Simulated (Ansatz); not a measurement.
# ClH₂PSSi: basis-set convergence

How large a basis does ClH₂PSSi need? Two functionals are run in growing sets.

The runs use Ansatz 0.2.0, Gaussian basis; one geometry, several basis sets.

Levels to be run: PBE0-D4/def2-SVP; ωB97M-V/def2-SVP; PBE0-D4/def2-QZVPP; ωB97M-V/def2-QZVPP; the functionals' def2-TZVPP values are taken from earlier runs.

## 1. The relaxed structure

All runs share one geometry, relaxed beforehand with PBE0-D4 in a triple-zeta def2 set.

SMILES `Cl[SiH]1PS1`, 6 atoms, charge 0, spin multiplicity 1.

Atoms are counted from 1 here; the program's logs count them from 0.

Bond lengths: Cl1–Si2 2.039 Å, Si2–P3 2.200 Å, Si2–S4 2.083 Å, Si2–H5 1.473 Å, P3–S4 2.198 Å, P3–H6 1.427 Å. Angles: Cl1–Si2–P3 120.9°, Cl1–Si2–S4 119.0°, Cl1–Si2–H5 108.7°, P3–Si2–S4 61.7°, P3–Si2–H5 121.6°, S4–Si2–H5 118.3°, Si2–P3–S4 56.6°, Si2–P3–H6 92.1°, S4–P3–H6 97.1°, Si2–S4–P3 61.8°.

## 2. PBE0-D4 in def2-SVP

The input, in.yaml:

```yaml
crystal:
  periodic: [false, false, false]
  atoms:
    - {symbol: Cl, position_ang: [-1.703547, 0.977335, -1.052595]}
    - {symbol: Si, position_ang: [0.104189, 0.111690, -0.680308]}
    - {symbol: P, position_ang: [0.873056, -0.060798, 1.373380]}
    - {symbol: S, position_ang: [0.157041, -1.775515, 0.200002]}
    - {symbol: H, position_ang: [0.998371, 0.376213, -1.819985]}
    - {symbol: H, position_ang: [-0.386910, 0.306975, 1.933305]}
basis:
  gaussian: {orbitals: def2-SVP}
hamiltonian: {xc: pbe0, dispersion: d4}
output: {orbitals: {seedname: orbitals}}
```

The run is started by

```console
$ ansatz run in.yaml --threads 2 --pin off --events-out ev --progress --plain --max-ram 4352MiB
```

The runs that follow: ωB97M-V in def2-SVP; PBE0-D4 in def2-QZVPP; ωB97M-V in def2-QZVPP.

Q: Predict the results of all the runs planned. Wanted: PBE0-D4: double and triple zeta above quadruple; ωB97M-V: double and triple zeta above quadruple.

**Answer**, as computed:

| quantity | value |
| --- | --- |
| PBE0-D4: double and triple zeta above quadruple | 15.54, 1.25 eV |
| ωB97M-V: double and triple zeta above quadruple | 15.36, 1.18 eV |

**Reading.** For PBE0-D4 the step from double to triple zeta gains 14.30 eV and the next only 1.25 eV. These are total energies; as a rule much of such shifts cancels in differences, which this series doesn't test. The LUMO of ωB97M-V is positive and keeps falling with the basis (1.20 to 0.57 eV): an unbound level that the basis holds in place.
